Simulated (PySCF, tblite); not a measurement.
# AsF₃H₂O, a complex of two parts: NMR shifts, interaction energy, infrared bands, spin-spin couplings and core binding energies

An exercise on one series of results from a longer session: the logs are not shown, and one member is left open.

Programs: tblite 0.8.0 and PySCF 2.14.0. All values are calculated, for the isolated system unless a continuum is named. Atoms count from 0, parts from 1.

## The system as given

7 atoms, charge 0, multiplicity 1; geometry: rigid parts in contact. Parts: 1 = atoms 0–3, `F[As](F)F`, charge 0; 2 = atoms 4–6, `O`, charge 0.

Set-up of the first run:

What the job is given:

```
{"job": {"kind": "dock", "xc": "GFN2-xTB", "basis": "xTB"}, "charge": 0, "multiplicity": 1, "parts": [{"atoms": "0-3", "charge": 0, "multiplicity": 1}, {"atoms": "4-6", "charge": 0, "multiplicity": 1}]}
F     -0.848875    -1.161879    -0.235852
As     0.002670    -0.002001     0.706954
F      1.429627    -0.152501    -0.241573
F     -0.583422     1.316381    -0.229529
O      1.705073    -2.334965     0.986901
H      1.362846    -2.990669     0.376341
H      2.515050    -1.988847     0.607091
```

With the program's defaults for keys left out, this is: GFN2-xTB search for minima from random contacts, gas phase.

Launch:

```sh
OMP_NUM_THREADS=1 python cluster_run.py task.json out
```

This one command runs all jobs of the session in turn.

Among the steps run: Docking the parts with GFN2-xTB; Relaxing the molecule at PBE0-D3(BJ)/def2-SVPD; NMR shieldings: PBE0/pcSseg-2; Coupled-cluster interaction energy: CCSD(T) and MP2.

One of the session's tables, all rows but one given; the rest of the session is left out.

It belongs to the step «Coupled-cluster interaction energy: CCSD(T) and MP2». 

| method | interaction energy (kcal/mol) |
| --- | --- |
| HF/aug-cc-pVDZ | -4.81 |
| MP2/aug-cc-pVDZ | ? |
| CCSD/aug-cc-pVDZ | -5.42 |
| CCSD(T)/aug-cc-pVDZ | -5.56 |
| HF/aug-cc-pVQZ | -4.59 |
| MP2/aug-cc-pVQZ | -6.86 |
| SCS-MP2/aug-cc-pVQZ | -5.97 |
| MP2, extrapolated | -7.18 |
| CCSD(T), limit estimate | -7.12 |

Estimate the missing values for MP2/aug-cc-pVDZ.

**Answer.** interaction energy (kcal/mol): -5.62. In the column «interaction energy (kcal/mol)» it lies between SCS-MP2/aug-cc-pVQZ (-5.97) and CCSD(T)/aug-cc-pVDZ (-5.56).

Caveats from the session: The interaction energy leaves out the deformation of the parts, 1.53 kcal/mol (MP2); added to the CCSD(T) estimate it gives a binding of about -5.59 kcal/mol.
